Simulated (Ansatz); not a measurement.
# F2H5NSi2: the cost of one run

Program: Ansatz 0.2.0 through its Python package. Level of theory: r2SCAN0/def2-SVPD. These are calculated values, not measurements.

**1. The structure**

Bond lengths: F1–Si2 1.623 Å, Si2–N3 1.620 Å, N3–Si4 1.670 Å, Si4–F5 1.598 Å, Si2–H6 1.462 Å, Si2–H7 1.505 Å, N3–H8 1.020 Å, Si4–H9 1.450 Å, Si4–H10 1.472 Å. Angles (14 of 15 angles, heavy atoms first): F1–Si2–N3 107.1°, Si2–N3–Si4 110.0°, N3–Si4–F5 107.5°, F1–Si2–H6 110.7°, F1–Si2–H7 108.0°, N3–Si2–H6 111.9°, N3–Si2–H7 108.4°, Si2–N3–H8 112.8°, Si4–N3–H8 108.8°, N3–Si4–H9 109.4°, N3–Si4–H10 110.4°, F5–Si4–H9 109.6°, F5–Si4–H10 109.3°, H6–Si2–H7 110.7°.

Input file f2h5nsi2.xyz:

```xyz
10

F    -1.93320   -1.89340    0.63170
Si   -1.01060   -0.87880   -0.23700
N     0.16080   -0.34210    0.74490
Si    1.06000    0.83380   -0.02750
F     2.14170    1.37570    1.01610
H    -0.46910   -1.55440   -1.41460
H    -1.86390    0.29310   -0.64260
H    -0.20140    0.04180    1.61830
H     0.18770    1.91900   -0.43070
H     1.75310    0.26580   -1.19540
```

**2. The code**

Contents of f2h5nsi2.py:

```python
"""Vertical ionisation energy of F2H5NSi2."""

import logging
import sys

import ansatz as az

logging.basicConfig(stream=sys.stdout, format="%(name)s: %(message)s")
logger = logging.getLogger("run")
logger.setLevel(logging.INFO)


def total_energy(molecule, charge=0, unpaired=0):
    calc = (
        molecule.calculation()
        .basis(gaussian="def2-SVPD")
        .functional("r2scan0")
    )
    if charge:
        calc = calc.charge(charge)
    if unpaired:
        calc = calc.spin("collinear", total=unpaired)
    report = calc.run(threads=1, pin="off").report
    if report["published_state_doubts"]:
        print("  doubts:", report["published_state_doubts"])
    return report["free_energy_ev"]

system = az.Crystal.molecule_from_extxyz("f2h5nsi2.xyz")

# total-energy differences at one geometry
parent = total_energy(system, 0, 0)
cation = total_energy(system, 1, 1)
logger.info(f"E(N)   = {parent:.5f} eV")
logger.info(f"E(N-1) = {cation:.5f} eV  (1 unpaired)")
logger.info(f"vertical ionisation energy {cation - parent:.3f} eV")
```

**3. The calls as engine input**

The engine receives this input (first run):

```yaml
crystal:
  periodic: [false, false, false]
  atoms:
    - { symbol: F, position_ang: [-1.9332, -1.8934, 0.6317] }
    - { symbol: Si, position_ang: [-1.0106, -0.8788, -0.237] }
    - { symbol: "N", position_ang: [0.1608, -0.3421, 0.7449] }
    - { symbol: Si, position_ang: [1.06, 0.8338, -0.0275] }
    - { symbol: F, position_ang: [2.1417, 1.3757, 1.0161] }
    - { symbol: H, position_ang: [-0.4691, -1.5544, -1.4146] }
    - { symbol: H, position_ang: [-1.8639, 0.2931, -0.6426] }
    - { symbol: H, position_ang: [-0.2014, 0.0418, 1.6183] }
    - { symbol: H, position_ang: [0.1877, 1.919, -0.4307] }
    - { symbol: H, position_ang: [1.7531, 0.2658, -1.1954] }
basis:
  gaussian:
    orbitals: def2-SVPD
hamiltonian:
  xc: r2scan0
```

**4. Launch**

Run with:

```console
$ python f2h5nsi2.py
```

Q: Estimate wall time and peak memory on 1 thread of Arm Neoverse V2, shared host.

About 31 s, with a peak of 0.59 GiB.
